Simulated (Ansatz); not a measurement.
# CH7Ga: the cost of one run

Program: Ansatz 0.2.0. Level of theory: RHF/def2-SVP. These are calculated values, not measurements.

### 1 The system as given

Bond lengths: Ga1–C2 2.330 Å, C2–H3 1.110 Å, C2–H4 1.110 Å, C2–H5 1.110 Å, Ga1–H6 1.570 Å, Ga1–H7 1.570 Å. Angles: Ga1–C2–H3 109.5°, Ga1–C2–H4 109.5°, Ga1–C2–H5 109.5°, H3–C2–H4 109.4°, H3–C2–H5 109.4°, H4–C2–H5 109.4°, C2–Ga1–H6 120.0°, C2–Ga1–H7 120.0°, H6–Ga1–H7 120.0°.

Structure file:

```xyz
9

Ga    0.0000    0.0000    0.0000
C     0.0000    0.0000    2.3300
H    -0.9996   -0.3092    2.7005
H     0.7676   -0.7111    2.7005
H     0.2320    1.0203    2.7005
H     1.3596    0.0000   -0.7850
H    -1.3596    0.0000   -0.7850
H    -0.2395   -1.7584    0.5897
H    -0.1908   -1.4007    1.5733
```

### 2 Pulling towards end A

Springs on the bonds that form and break draw the guess towards this end; the thresholds are loose.

The input, input.yaml:

```yaml
crystal:
  periodic: [false, false, false]
  atoms:
    - { symbol: Ga, position_ang: [0.0, 0.0, 0.0] }
    - { symbol: C, position_ang: [0.0, 0.0, 2.33] }
    - { symbol: H, position_ang: [-0.9996, -0.3092, 2.7005] }
    - { symbol: H, position_ang: [0.7676, -0.7111, 2.7005] }
    - { symbol: H, position_ang: [0.232, 1.0203, 2.7005] }
    - { symbol: H, position_ang: [1.3596, 0.0, -0.785] }
    - { symbol: H, position_ang: [-1.3596, 0.0, -0.785] }
    - { symbol: H, position_ang: [-0.2395, -1.7584, 0.5897] }
    - { symbol: H, position_ang: [-0.1908, -1.4007, 1.5733] }
basis:
  gaussian: { orbitals: def2-SVP }
hamiltonian:
  xc: hf
relax:
  f_tol: 0.15
  max_steps: 25
  restrain:
    - { distance: [0, 7], at: 2.77, k: 30.0 }
    - { distance: [8, 1], at: 2.31, k: 30.0 }
    - { distance: [0, 1], at: 1.98, k: 30.0 }
    - { distance: [8, 7], at: 0.66, k: 30.0 }
output:
  orbitals: {}
```

Started as:

```bash
> ansatz run input.yaml --threads 1 --pin off --max-ram 2048MiB --backend cpu --events-out ev --progress --plain --runs-dir out
```

Q: Estimate wall time and peak memory on 1 thread of Arm Neoverse N1, shared host.

About 15 s, with a peak of 0.15 GiB.
